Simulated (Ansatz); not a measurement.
# CH6FOPSi: inversion of the pyramid at P5, part 2 of 2

Wanted: the energy profile along the inversion of the pyramid at P5, from relaxed end points and a band of images. SMILES of the start: CO[SiH](F)P.

Ansatz 0.2.0; RKS PBE0-D4/def2-SVP. The steps go on from the part before.

### 6 More of the same log: band between the two ends

Output, continued, shortened:

```text
reference -23042.29756876 eV, -846.7888170215 hartree; 29, 29 occupied and 79, 79 virtual orbitals, 1115 factors
1115 factors; integrals over basis functions are off by at most 3.3e-4 eV
mean field -23040.79946936 eV, -846.7337628841 hartree, gradient 4.4e-5 eV, S^2 0.000000; 0 other end points of the search recorded, 0 dependent functions left out
[...]
reference -23040.79949584 eV, -846.7337638573 hartree; 29, 29 occupied and 79, 79 virtual orbitals, 1115 factors
1115 factors; integrals over basis functions are off by at most 3.2e-4 eV
[...]
mean field -23037.43885186 eV, -846.6102624691 hartree, gradient 3.9e-5 eV, S^2 0.000000; 0 other end points of the search recorded, 0 dependent functions left out
[...]
reference -23037.43887824 eV, -846.6102634385 hartree; 29, 29 occupied and 79, 79 virtual orbitals, 1115 factors
[...]
Atom 3 at     0.868277     1.228201     1.184587 Å, force     0.000382     0.000404    -0.000010 eV/Å
Atom 4 at     1.441740    -1.878284     0.608907 Å, force    -0.000262    -0.000163    -0.000286 eV/Å
Atom 5 at    -2.683137     0.638005    -0.398251 Å, force    -0.000081    -0.000060     0.000213 eV/Å
Atom 6 at    -1.522224     1.746879     0.390948 Å, force    -0.000081    -0.000028    -0.000057 eV/Å
Atom 7 at    -1.601279     1.647694    -1.395508 Å, force    -0.000125    -0.000134     0.000126 eV/Å
Atom 8 at     1.806414     0.572290    -1.011082 Å, force     0.000054     0.000065     0.000177 eV/Å
Atom 9 at     2.721755    -2.366716     0.326308 Å, force     0.000260    -0.000050     0.000399 eV/Å
Atom 10 at     0.609906    -2.819136     1.224827 Å, force    -0.000300     0.000055    -0.000170 eV/Å
Dipole moment:    -0.087028    -0.066025    -0.142261 e Å
this run last wrote the band of iteration 30 to <dir>; this run last wrote the band within `neb.f_tol` of iteration 27 to <dir>
```

It took 6.2 min on 2 threads of Intel Xeon 6975P-C (Granite Rapids), shared host; peak memory 0.27 GiB.

### 7 The band, image by image

The 9 inner images lie between the fixed ends 0 and 10. Energy is taken from image 0, and the path length is the program's own coordinate along the band.

| image | path (Å) | energy (eV) | sum of angles at P5 (°) | band force (eV/Å) |
| --- | --- | --- | --- | --- |
| 0 | 0.000 | 0.0000 | 276.7 | - |
| 1 | 0.703 | 0.0101 | 276.5 | 0.012 |
| 2 | 1.406 | 0.0319 | 278.7 | 0.037 |
| 3 | 2.109 | 0.1543 | 302.6 | 0.022 |
| 4* | 2.812 | 0.9707 | 359.9 | 0.001 |
| 5 | 3.127 | 0.6684 | 348.0 | 0.013 |
| 6 | 3.444 | 0.2384 | 317.9 | 0.014 |
| 7 | 3.760 | 0.0554 | 295.2 | 0.014 |
| 8 | 4.076 | -0.0077 | 281.3 | 0.020 |
| 9 | 4.393 | -0.0176 | 277.8 | 0.009 |
| 10 | 4.710 | -0.0193 | 277.9 | - |

The star marks the climbing image.

image, energy (eV) and a bar:
```
        0      0.000 #
        1      0.010 #
        2      0.032 ##
        3      0.154 #####
        4      0.971 ##############################
        5      0.668 #####################
        6      0.238 ########
        7      0.055 ##
        8     -0.008 
        9     -0.018 
       10     -0.019
```

The top of the band by iteration:

| iteration | highest image above image 0 (eV) | largest band force (eV/Å) |
| --- | --- | --- |
| 1 | 7.2394 | 34.578 |
| 4 | 0.9805 | 1.506 |
| 7 | 0.9902 | 0.498 |
| 10 | 0.9950 | 0.218 |
| 13 | 0.9818 | 0.165 |
| 16 | 0.9756 | 0.115 |
| 19 | 0.9731 | 0.067 |
| 22 | 0.9719 | 0.048 |
| 25 | 0.9709 | 0.243 |
| 28 | 0.9707 | 0.130 |
| 30 | 0.9707 | 0.037 |

The band as a trajectory file:

```xyz
11
image=0 dE=0.0000
C    -1.553    0.907   -0.531
O    -0.656   -0.094   -0.119
Si    0.934    0.137    0.249
F     1.039    1.089    1.564
P     1.903   -1.827    0.721
H    -2.479    0.427   -0.880
H    -1.807    1.587    0.300
H    -1.145    1.511   -1.362
H     1.623    0.866   -0.853
H     1.450   -2.387   -0.513
H     0.756   -2.273    1.446
11
image=1 dE=0.0101
C    -1.569    0.920   -0.495
O    -0.670   -0.098   -0.129
Si    0.921    0.124    0.243
F     1.005    1.193    1.467
P     1.814   -1.825    0.904
H    -2.553    0.467   -0.682
H    -1.678    1.671    0.306
H    -1.248    1.439   -1.416
H     1.669    0.736   -0.891
H     1.850   -2.302   -0.444
H     0.524   -2.381    1.158
11
image=2 dE=0.0319
C    -1.599    0.953   -0.462
O    -0.697   -0.086   -0.169
Si    0.899    0.097    0.198
F     1.011    1.268    1.322
P     1.674   -1.828    1.065
H    -2.612    0.529   -0.526
H    -1.595    1.727    0.323
H    -1.367    1.436   -1.428
H     1.694    0.585   -0.965
H     2.227   -2.245   -0.185
H     0.430   -2.492    0.846
11
image=3 dE=0.1543
C    -1.644    1.035   -0.463
O    -0.724   -0.035   -0.430
Si    0.850    0.059    0.051
F     0.896    1.230    1.183
P     1.604   -1.795    1.093
H    -2.663    0.626   -0.404
H    -1.496    1.727    0.383
H    -1.560    1.613   -1.400
H     1.775    0.519   -1.023
H     2.494   -2.319    0.112
H     0.533   -2.715    0.919
11
image=4 dE=0.9707
C    -1.671    1.064   -0.461
O    -0.740    0.008   -0.457
Si    0.835    0.102    0.008
F     0.868    1.228    1.185
P     1.442   -1.878    0.609
H    -2.683    0.638   -0.398
H    -1.522    1.747    0.391
H    -1.601    1.648   -1.396
H     1.806    0.572   -1.011
H     2.722   -2.367    0.326
H     0.610   -2.819    1.225
11
image=5 dE=0.6684
C    -1.672    1.056   -0.461
O    -0.734    0.007   -0.448
Si    0.841    0.104    0.027
F     0.875    1.230    1.202
P     1.372   -1.982    0.376
H    -2.682    0.626   -0.397
H    -1.529    1.744    0.388
H    -1.606    1.636   -1.398
H     1.799    0.577   -1.008
H     2.741   -2.300    0.429
H     0.661   -2.755    1.311
11
image=6 dE=0.2384
C    -1.666    1.053   -0.473
O    -0.731    0.004   -0.445
Si    0.845    0.073    0.029
F     0.898    1.159    1.243
P     1.324   -2.102    0.202
H    -2.677    0.622   -0.417
H    -1.534    1.744    0.375
H    -1.593    1.630   -1.411
H     1.793    0.594   -0.995
H     2.702   -2.198    0.546
H     0.706   -2.636    1.367
11
image=7 dE=0.0554
C    -1.660    1.053   -0.490
O    -0.740   -0.007   -0.453
Si    0.840    0.017    0.002
F     0.937    0.978    1.316
P     1.324   -2.173    0.130
H    -2.676    0.633   -0.450
H    -1.534    1.739    0.365
H    -1.566    1.634   -1.423
H     1.767    0.637   -0.987
H     2.657   -2.075    0.631
H     0.716   -2.494    1.379
11
image=8 dE=-0.0077
C    -1.649    1.057   -0.503
O    -0.773   -0.039   -0.438
Si    0.819   -0.040   -0.022
F     0.973    0.780    1.376
P     1.362   -2.210    0.110
H    -2.682    0.677   -0.504
H    -1.530    1.732    0.362
H    -1.497    1.641   -1.427
H     1.687    0.683   -0.994
H     2.642   -1.955    0.691
H     0.713   -2.382    1.370
11
image=9 dE=-0.0176
C    -1.642    1.054   -0.503
O    -0.818   -0.073   -0.347
Si    0.795   -0.061   -0.016
F     1.032    0.739    1.382
P     1.396   -2.214    0.110
H    -2.675    0.712   -0.664
H    -1.626    1.698    0.392
H    -1.342    1.662   -1.376
H     1.573    0.693   -1.039
H     2.646   -1.886    0.721
H     0.726   -2.382    1.361
11
image=10 dE=-0.0193
C    -1.645    1.054   -0.505
O    -0.843   -0.076   -0.268
Si    0.781   -0.064    0.001
F     1.088    0.743    1.381
P     1.394   -2.214    0.117
H    -2.635    0.717   -0.845
H    -1.778    1.652    0.413
H    -1.217    1.708   -1.286
H     1.504    0.685   -1.067
H     2.658   -1.879    0.695
H     0.758   -2.382    1.386
```

### 8 Frequencies at the highest image

The geometry is the highest inner image of the first converged band.

input.yaml reads:

```yaml
crystal:
  periodic: [false, false, false]
  atoms:
    - { symbol: C, position_ang: [-1.670749, 1.063711, -0.461391] }
    - { symbol: O, position_ang: [-0.740079, 0.008238, -0.457075] }
    - { symbol: Si, position_ang: [0.834776, 0.102118, 0.00833] }
    - { symbol: F, position_ang: [0.868277, 1.228201, 1.184587] }
    - { symbol: P, position_ang: [1.44174, -1.878284, 0.608907] }
    - { symbol: H, position_ang: [-2.683137, 0.638005, -0.398251] }
    - { symbol: H, position_ang: [-1.522224, 1.746879, 0.390948] }
    - { symbol: H, position_ang: [-1.601279, 1.647694, -1.395508] }
    - { symbol: H, position_ang: [1.806414, 0.57229, -1.011082] }
    - { symbol: H, position_ang: [2.721755, -2.366716, 0.326308] }
    - { symbol: H, position_ang: [0.609906, -2.819136, 1.224827] }
basis:
  gaussian: { orbitals: def2-SVP }
hamiltonian:
  xc: pbe0
  dispersion: d4
phonons: {}
```

Run with:

```bash
$ ansatz run input.yaml --threads 2 --pin off --max-ram 3072MiB --backend cpu --events-out ev --progress --plain --runs-dir out
```

Log, shortened:

```text
Warning: RAYON_NUM_THREADS=2 ignored (pool sized by the plan → 2); use --threads N
[...]
[... 1 set-up line as earlier in the session ...]
[...]
1114 factors; integrals over basis functions are off by at most 4.0e-4 eV
[...]
mean field -23043.70919251 eV, -846.8406932378 hartree, gradient 1.9e-5 eV, S^2 0.000000; 0 other end points of the search recorded, 0 dependent functions left out
[...]
reference -23043.70922132 eV, -846.8406942966 hartree; 29, 29 occupied and 79, 79 virtual orbitals, 1114 factors
[...]
1114 factors; integrals over basis functions are off by at most 4.0e-4 eV
[...]
mean field -23043.70902400 eV, -846.8406870448 hartree, gradient 9.1e-7 eV, S^2 0.000000; 0 other end points of the search recorded, 0 dependent functions left out
[...]
reference -23043.70905279 eV, -846.8406881031 hartree; 29, 29 occupied and 79, 79 virtual orbitals, 1114 factors
[...]
1114 factors; integrals over basis functions are off by at most 4.0e-4 eV
[...]
WARN: phonons: modes at or below zero, which the zero-point energy, F, S and C_V leave out: 1, the lowest at -656.83 cm⁻¹. A minimum has none, and a first-order saddle one
[...]
Atom 2 at     0.834776     0.102118     0.008330 Å, force    -0.000033     0.000322    -0.000124 eV/Å
Atom 3 at     0.868277     1.228201     1.184587 Å, force     0.000292     0.000365    -0.000158 eV/Å
Atom 4 at     1.441740    -1.878284     0.608907 Å, force    -0.000365    -0.000183    -0.000285 eV/Å
Atom 5 at    -2.683137     0.638005    -0.398251 Å, force    -0.000073    -0.000037     0.000241 eV/Å
Atom 6 at    -1.522224     1.746879     0.390948 Å, force    -0.000261     0.000084    -0.000034 eV/Å
Atom 7 at    -1.601279     1.647694    -1.395508 Å, force    -0.000155    -0.000120     0.000131 eV/Å
Atom 8 at     1.806414     0.572290    -1.011082 Å, force     0.000033     0.000102     0.000158 eV/Å
Atom 9 at     2.721755    -2.366716     0.326308 Å, force     0.000253    -0.000096     0.000408 eV/Å
Atom 10 at     0.609906    -2.819136     1.224827 Å, force    -0.000322     0.000043    -0.000215 eV/Å
Dipole moment:    -0.087025    -0.066028    -0.142267 e Å
Vibrations: -656.83 64.28 82.10 109.55 180.43 223.56 266.92 379.44 480.42 565.75 749.99 831.50 847.25 904.44 1022.30 1167.64 1179.27 1221.65 1470.06 1477.04 1479.07 2277.68 2577.19 2619.78 3034.79 3124.29 3153.02 cm⁻¹, zero-point energy 1.952096 eV
```

It took 66 s on 2 threads of Intel Xeon 6975P-C (Granite Rapids), shared host; peak memory 0.25 GiB.

Of 27 modes, 1 is imaginary by more than 30 cm⁻¹ (657i cm⁻¹).

### 9 Another band, settings changed

crystal.atoms is end A as relaxed above, and neb.final_atoms is end B, turned to lie on A. With 6 inner images the band has 8 in all. The start path is listed, through a guess of the saddle.

input.yaml reads:

```yaml
crystal:
  periodic: [false, false, false]
  atoms:
    - { symbol: C, position_ang: [-1.552988, 0.907034, -0.531044] }
    - { symbol: O, position_ang: [-0.655859, -0.094318, -0.119073] }
    - { symbol: Si, position_ang: [0.934017, 0.137037, 0.249043] }
    - { symbol: F, position_ang: [1.039141, 1.08858, 1.563815] }
    - { symbol: P, position_ang: [1.903308, -1.826965, 0.721246] }
    - { symbol: H, position_ang: [-2.478872, 0.426778, -0.880024] }
    - { symbol: H, position_ang: [-1.806578, 1.587148, 0.299678] }
    - { symbol: H, position_ang: [-1.145308, 1.51142, -1.362091] }
    - { symbol: H, position_ang: [1.623482, 0.866344, -0.853405] }
    - { symbol: H, position_ang: [1.449529, -2.387294, -0.51335] }
    - { symbol: H, position_ang: [0.755527, -2.272764, 1.445805] }
basis:
  gaussian: { orbitals: def2-SVP }
hamiltonian:
  xc: pbe0
  dispersion: d4
neb:
  order_check: false
  images: 6
  f_tol: 0.05
  max_iterations: 60
  climbing: false
  final_atoms:
    - { symbol: C, position_ang: [-1.64453617, 1.05374985, -0.5047005] }
    - { symbol: O, position_ang: [-0.84267347, -0.07550099, -0.26847866] }
    - { symbol: Si, position_ang: [0.78132266, -0.06412111, 0.00097344] }
    - { symbol: F, position_ang: [1.08759195, 0.74332945, 1.38087823] }
    - { symbol: P, position_ang: [1.39363512, -2.21424245, 0.11745241] }
    - { symbol: H, position_ang: [-2.63451462, 0.71654813, -0.84535957] }
    - { symbol: H, position_ang: [-1.77818284, 1.65212269, 0.41258252] }
    - { symbol: H, position_ang: [-1.2168188, 1.70772232, -1.28642061] }
    - { symbol: H, position_ang: [1.5039094, 0.68469572, -1.0670082] }
    - { symbol: H, position_ang: [2.65792002, -1.87895596, 0.69495383] }
    - { symbol: H, position_ang: [0.75774574, -2.38234765, 1.3857271] }
  initial_path:
    images:
      - { positions_ang: [[-1.552988, 0.907034, -0.531044], [-0.655859, -0.094318, -0.119073], [0.934017, 0.137037, 0.249043], [1.039141, 1.08858, 1.563815], [1.903308, -1.826965, 0.721246], [-2.478872, 0.426778, -0.880024], [-1.806578, 1.587148, 0.299678], [-1.145308, 1.51142, -1.362091], [1.623482, 0.866344, -0.853405], [1.449529, -2.387294, -0.51335], [0.755527, -2.272764, 1.445805]] }
      - { positions_ang: [[-1.55100599, 0.92229672, -0.52967705], [-0.69677394, -0.11358986, -0.20798364], [0.87508737, 0.1006094, 0.21121502], [0.97098872, 1.03890223, 1.53039434], [1.79225891, -1.87958415, 0.69038024], [-2.50375137, 0.51535279, -0.89616744], [-1.78315343, 1.55461165, 0.34186273], [-1.13376266, 1.57873062, -1.32601409], [1.61868822, 0.80860783, -0.85555187], [1.59838856, -2.3849532, -0.54696953], [0.87843461, -2.19798403, 1.60911129]] }
      - { positions_ang: [[-1.54902398, 0.93755944, -0.5283101], [-0.73768888, -0.13286171, -0.29689428], [0.81615773, 0.06418179, 0.17338705], [0.90283644, 0.98922445, 1.49697367], [1.68120982, -1.93220329, 0.65951448], [-2.52863074, 0.60392757, -0.91231088], [-1.75972887, 1.52207531, 0.38404747], [-1.12221733, 1.64604123, -1.28993717], [1.61389445, 0.75087165, -0.85769875], [1.74724812, -2.38261239, -0.58058906], [1.00134222, -2.12320405, 1.77241758]] }
      - { positions_ang: [[-1.54704197, 0.95282216, -0.52694315], [-0.77860382, -0.15213357, -0.38580492], [0.7572281, 0.02775419, 0.13555907], [0.83468416, 0.93954668, 1.46355301], [1.57016074, -1.98482244, 0.62864872], [-2.5535101, 0.69250236, -0.92845432], [-1.7363043, 1.48953896, 0.4262322], [-1.11067199, 1.71335185, -1.25386026], [1.60910067, 0.69313548, -0.85984562], [1.89610769, -2.38027159, -0.61420859], [1.12424983, -2.04842408, 1.93572387]] }
      - { positions_ang: [[-1.56012028, 0.97378157, -0.52317979], [-0.8052916, -0.14944543, -0.40714859], [0.73541462, -0.00098268, 0.10012056], [0.84160573, 0.89022517, 1.43741919], [1.49735033, -2.04014779, 0.54239249], [-2.57574476, 0.73389809, -0.92350226], [-1.73224785, 1.49882106, 0.44236142], [-1.12088782, 1.74139504, -1.24305021], [1.59201887, 0.66718572, -0.89036036], [2.06873498, -2.30765187, -0.44159376], [1.12456679, -2.06407889, 1.92714131]] }
      - { positions_ang: [[-1.58825891, 1.00043766, -0.51702003], [-0.81775223, -0.12479728, -0.36092528], [0.7507173, -0.02202883, 0.06707152], [0.92360114, 0.84125993, 1.4185722], [1.46277859, -2.09817934, 0.4007458], [-2.59533472, 0.72811477, -0.8974547], [-1.74755951, 1.5499216, 0.43243512], [-1.15286481, 1.7301708, -1.25750701], [1.56264905, 0.67302239, -0.94924297], [2.26512999, -2.16475323, -0.06274456], [1.00229311, -2.17016847, 1.74666991]] }
      - { positions_ang: [[-1.61639754, 1.02709376, -0.51086026], [-0.83021285, -0.10014913, -0.31470197], [0.76601998, -0.04307497, 0.03402248], [1.00559655, 0.79229469, 1.39972522], [1.42820686, -2.15621089, 0.2590991], [-2.61492467, 0.72233145, -0.87140713], [-1.76287117, 1.60102214, 0.42250882], [-1.1848418, 1.71894656, -1.27196381], [1.53327922, 0.67885906, -1.00812559], [2.46152501, -2.0218546, 0.31610464], [0.88001942, -2.27625806, 1.56619851]] }
      - { positions_ang: [[-1.64453617, 1.05374985, -0.5047005], [-0.84267347, -0.07550099, -0.26847866], [0.78132266, -0.06412111, 0.00097344], [1.08759195, 0.74332945, 1.38087823], [1.39363512, -2.21424245, 0.11745241], [-2.63451462, 0.71654813, -0.84535957], [-1.77818284, 1.65212269, 0.41258252], [-1.2168188, 1.70772232, -1.28642061], [1.5039094, 0.68469572, -1.0670082], [2.65792002, -1.87895596, 0.69495383], [0.75774574, -2.38234765, 1.3857271]] }
```

Run with:

```bash
$ ansatz run input.yaml --threads 2 --pin off --max-ram 3072MiB --backend cpu --events-out ev --progress --plain --runs-dir out
```

Log, shortened:

```text
Warning: RAYON_NUM_THREADS=2 ignored (pool sized by the plan → 2); use --threads N
[...]
[... 1 set-up line as earlier in the session ...]
[...]
1115 factors; integrals over basis functions are off by at most 3.5e-4 eV
[...]
mean field -23044.67770881 eV, -846.8762855553 hartree, gradient 5.5e-5 eV, S^2 0.000000; 0 other end points of the search recorded, 0 dependent functions left out
[...]
reference -23044.67773602 eV, -846.8762865552 hartree; 29, 29 occupied and 79, 79 virtual orbitals, 1115 factors
1115 factors; integrals over basis functions are off by at most 3.5e-4 eV
[...]
mean field -23044.69743418 eV, -846.8770104490 hartree, gradient 2.2e-5 eV, S^2 0.000000; 0 other end points of the search recorded, 0 dependent functions left out
[...]
reference -23044.69746127 eV, -846.8770114445 hartree; 29, 29 occupied and 79, 79 virtual orbitals, 1115 factors
[...]
Atom 1 at    -0.806245     0.014267    -0.558476 Å, force     0.013648    -0.037977     0.034426 eV/Å
Atom 2 at     0.741897     0.021795     0.004625 Å, force     0.012048    -0.006715    -0.000146 eV/Å
Atom 3 at     0.713397     1.081115     1.240816 Å, force    -0.038401     0.063501    -0.034276 eV/Å
Atom 4 at     1.582442    -1.833802     0.765649 Å, force     0.424534     0.353006     0.658971 eV/Å
Atom 5 at    -2.724266     0.737596    -0.540845 Å, force     0.011972    -0.030722    -0.004376 eV/Å
Atom 6 at    -1.557621     1.714452     0.398393 Å, force     0.012556    -0.029674    -0.002288 eV/Å
Atom 7 at    -1.547626     1.776354    -1.388702 Å, force     0.024187    -0.042794    -0.004893 eV/Å
Atom 8 at     1.753055     0.502904    -0.971791 Å, force    -0.014679    -0.002478    -0.016060 eV/Å
Atom 9 at     2.696199    -2.362107     0.095210 Å, force    -0.263319    -0.131806    -0.302275 eV/Å
Atom 10 at     0.905315    -2.823954     1.492231 Å, force    -0.205029    -0.085025    -0.316009 eV/Å
Dipole moment:    -0.121495    -0.087753    -0.200452 e Å
this run last wrote the band of iteration 23 to <dir>
```

Run time: 3.3 min. Hardware: 2 threads of Intel Xeon 6975P-C (Granite Rapids), shared host; peak memory 0.26 GiB.

### 10 What the band shows

Images 0 and 7 are the ends. Energies count from image 0; the path length is the program's own measure over all atoms.

| image | path (Å) | energy (eV) | sum of angles at P5 (°) | band force (eV/Å) |
| --- | --- | --- | --- | --- |
| 0 | 0.000 | 0.0000 | 276.7 | - |
| 1 | 0.630 | 0.0079 | 276.9 | 0.021 |
| 2 | 1.260 | 0.0401 | 282.2 | 0.008 |
| 3 | 1.890 | 0.1977 | 303.3 | 0.021 |
| 4 | 2.520 | 0.9171 | 355.5 | 0.023 |
| 5 | 3.150 | 0.4265 | 331.8 | 0.015 |
| 6 | 3.780 | 0.0029 | 283.9 | 0.014 |
| 7 | 4.409 | -0.0193 | 277.9 | - |

image, energy (eV) and a bar:
```
        0      0.000 #
        1      0.008 #
        2      0.040 ##
        3      0.198 #######
        4      0.917 ##############################
        5      0.426 ##############
        6      0.003 #
        7     -0.019
```

### 11 Summary of results

What follows sums up all 2 parts.

```
                                quantity                                                                     value
                                   end A                                                   8 moves, 0.255 eV lower
                                   end B                                                  26 moves, 0.314 eV lower
            first band: barrier forwards                                                                   0.97 eV
           first band: barrier backwards                                                                   0.99 eV
first band: second end relative to first                                                                 -0.019 eV
               first band: highest image                                                    4 of 0 to 10, climbing
             first band: band iterations                                                                        30
              imaginary modes at the top                                                                 657i cm⁻¹
                             second band  top 0.917 eV above image 0, 23 iterations, 6 inner images, none climbing
             time, first and second band                                                       6.2 min and 3.3 min
```

**Reading.** In the first band: the top lies 0.97 eV above the first end, or 38 kT at room temperature; with a typical attempt rate of 10^13 per second that is roughly 10^-3 events a second. The second end lies 0.019 eV below the first, so the way back costs 0.99 eV. One imaginary mode, as a first-order saddle point has. The second band's top lies 54 meV below the first's, as a band that doesn't climb stops under the top. Zero-point energy and entropy are left out.
